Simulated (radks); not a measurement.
# Polarisabilities and dispersion coefficients of In, Br³⁺, Fe and others

Aim: static dipole polarisabilities and C6 coefficients, each species in its NIST ground configuration. After each ground state the linear response is solved; its values go to the run's result record, not to the log. Response by self-consistent Sternheimer equations with the Hartree and adiabatic LDA kernel.

The numbers are computed with radks (a radial shooting solver on a logarithmic mesh, Libxc functionals) version 1 (non-relativistic Kohn-Sham, LB94 model potential, spin-polarised, spherical densities, point nucleus; open shells are filled with parallel spins first), except any that are marked as measured or tabulated.

**1. The atom as given**

```
species : In ([Kr] 4d10 5s2 5p1), Br³⁺ ([Ar] 3d10 4s2 4p2), Fe ([Ar] 3d6 4s2), Rb⁺ ([Kr]), Sc³⁺ ([Ar]), Sb ([Kr] 4d10 5s2 5p3), Sr⁺ ([Kr] 5s1)
```

LB94 adds a gradient term to the LDA potential that gives it a −1/r tail. It is a model potential with no energy functional, so Etot and Exc are not given.

**2. In, [Kr] 4d10 5s2 5p1**

Settings of this run:

```text
Z 49
configuration [Kr] 4d10 5s2 5p1
relativity non-relativistic
functional lda,pw
model_potential LB94
spin polarised
nucleus point
response adiabatic LDA kernel
```

**3. Br³⁺, [Ar] 3d10 4s2 4p2**

Input: that of step 2 with these lines changed.

```diff
@@ -1,3 +1,3 @@
-Z 49
-configuration [Kr] 4d10 5s2 5p1
+Z 35
+configuration [Ar] 3d10 4s2 4p2
 relativity non-relativistic
```

**4. Fe, [Ar] 3d6 4s2**

Input: that of step 3 with these lines changed.

```diff
@@ -1,3 +1,3 @@
-Z 35
-configuration [Ar] 3d10 4s2 4p2
+Z 26
+configuration [Ar] 3d6 4s2
 relativity non-relativistic
```

**5. Rb⁺, [Kr]**

Input: that of step 4 with these lines changed.

```diff
@@ -1,3 +1,3 @@
-Z 26
-configuration [Ar] 3d6 4s2
+Z 37
+configuration [Kr]
 relativity non-relativistic
```

**6. Sc³⁺, [Ar]**

Input: that of step 5 with these lines changed.

```diff
@@ -1,3 +1,3 @@
-Z 37
-configuration [Kr]
+Z 21
+configuration [Ar]
 relativity non-relativistic
```

**7. Sb, [Kr] 4d10 5s2 5p3**

Input: that of step 6 with these lines changed.

```diff
@@ -1,3 +1,3 @@
-Z 21
-configuration [Ar]
+Z 51
+configuration [Kr] 4d10 5s2 5p3
 relativity non-relativistic
```

**8. Sr⁺, [Kr] 5s1**

Input: that of step 7 with these lines changed.

```diff
@@ -1,3 +1,3 @@
-Z 51
-configuration [Kr] 4d10 5s2 5p3
+Z 38
+configuration [Kr] 5s1
 relativity non-relativistic
```

Q: Predict the outcome of this session. Wanted: for each run, species; −ε(HOMO); α; α uncoupled; C6; C8; recommended α.

**Answer**, as computed:

```
species  −ε(HOMO) (eV)  α (bohr³)  α uncoupled (bohr³)  C6 (hartree bohr⁶)  C8 (hartree bohr⁸)  recommended α (bohr³)
     In          6.196      53.69                84.05               509.8                   -                     65
   Br³⁺         46.969      5.946                9.629               22.29                   -                      -
     Fe          8.254      47.80                85.64               380.0                   -                     62
    Rb⁺         27.590      9.399                14.84               57.15                1272                      -
   Sc³⁺         72.681      2.212                3.518               5.923               59.41                      -
     Sb          9.081      44.66                69.47               482.4                   -                     43
    Sr⁺         11.909      73.48                94.67               577.8                   -                      -
```

In words: Uncoupled leaves out the potential induced by the response; C6 and C8 are for like pairs. Sr⁺ is the most polarisable and Sc³⁺ the least, a factor 33.2 apart. For the pair Sr⁺–Sc³⁺ the Casimir-Polder integral gives C6 = 38.39, the rule 2·Ca·Cb/(Ca·αb/αa + Cb·αa/αb) on the like-pair values 31.97. Against the recommended values (Schwerdtfeger and Nagle, 2023 table) the misses are In -17 %, Fe -23 %, Sb +4 %. C8 is given only where no p, d or f shell is open. For heavy and open-shell atoms this level can miss by tens of per cent.
